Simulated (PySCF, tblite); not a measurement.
# C7H10N radical: geometry, infrared bands and EPR parameters

Wanted: the infrared bands and EPR parameters of C7H10N radical (`C=C(C)C1=NC[CH]C1`), by calculation.

Computed with tblite 0.8.0 and PySCF 2.14.0, with density-fitted response routines of our own, on a single molecule in the gas phase. Atoms count from 0, in the outputs and in this text.

### Step 1. The starting structure

18 atoms, charge 0, multiplicity 2; geometry from: force field or distance geometry start.

Bonds of the start (Å): C0–C1 1.33, C1–C2 1.50, C1–C3 1.50, C3–N4 1.32, N4–C5 1.46, C5–C6 1.48, C6–C7 1.47, C7–C3 1.51, C0–H8 1.08, C0–H9 1.10, C2–H10 1.11, C2–H11 1.10, C2–H12 1.09, C5–H13 1.10, C5–H14 1.10, C6–H15 1.07, C7–H16 1.09, C7–H17 1.08.

### Step 2. Relaxing the molecule with GFN2-xTB

What the job is given:

```
{"job": {"kind": "relax", "xc": "GFN2-xTB", "basis": "xTB"}, "charge": 0, "multiplicity": 2}
C     -1.441200     0.216000    -1.832700
C     -1.227900    -0.165800    -0.577200
C     -2.280400    -0.797400     0.287400
C      0.118600     0.003900     0.063900
N      0.344600    -0.380200     1.304000
C      1.742600    -0.073200     1.596900
C      2.301000     0.537800     0.367500
C      1.276900     0.615700    -0.680900
H     -0.687500     0.667600    -2.461000
H     -2.434200     0.090300    -2.278800
H     -3.243500    -0.883600    -0.254300
H     -2.475400    -0.191300     1.179700
H     -1.998900    -1.799600     0.605800
H      2.288700    -0.991000     1.853600
H      1.802500     0.634100     2.441600
H      3.315900     0.875200     0.279100
H      1.538800     0.009000    -1.550600
H      1.050900     1.638800    -0.962300
```

Started as:

```
$ OMP_NUM_THREADS=1 python probes_run.py task.json out
```

One launch serves the whole session: the jobs run in the order shown.

**Question.** This job is followed by: GFN2-xTB harmonic vibrations, gas phase; UKS B3LYP, pcH-1 on C H N, non-relativistic, mean-field spin-orbit, GIAO. Predict these results of the whole session: strongest single infrared mode (GFN2-xTB); zero-point energy (GFN2-xTB); g(iso) (B3LYP); ⟨S²⟩; largest a(iso) (averaged by class); potential on the surface of density 0.002 e/bohr³, 1st and 99th percentile.

**Answer**, as computed:

```
                                                                  quantity                      value
                                 strongest single infrared mode (GFN2-xTB)      2866 cm⁻¹, 107 km/mol
                                              zero-point energy (GFN2-xTB)              92.3 kcal/mol
                                                            g(iso) (B3LYP)                    2.00263
                                                                      ⟨S²⟩         0.754 (exact 0.75)
                                        largest a(iso) (averaged by class)  1H on H16, H17, 123.7 MHz
potential on the surface of density 0.002 e/bohr³, 1st and 99th percentile         -1.60 V and 0.85 V
```

In words: Relaxing lowered the energy by 0.189 eV in 34 steps; the close pair that moved most is C3–N4, from 1.318 to 1.274 Å. All 48 modes are real, so the xTB geometry is a minimum. The strongest single mode, at 2866 cm⁻¹, moves mainly H14 and H13. Unscaled tight-binding wavenumbers are off by several per cent, some by more. Its intensities can rank the bands wrongly. Most of the unpaired spin sits on C6 (1.03 e). The isotropic g lies 0.3 ppt above the free-electron value. These values are for one conformer; the search (at its own cheap level) found 2 more, at 0.01, 1.01 kcal/mol (those within 0.05 may be mirror or relabelled copies), and measured spectra average over such forms.
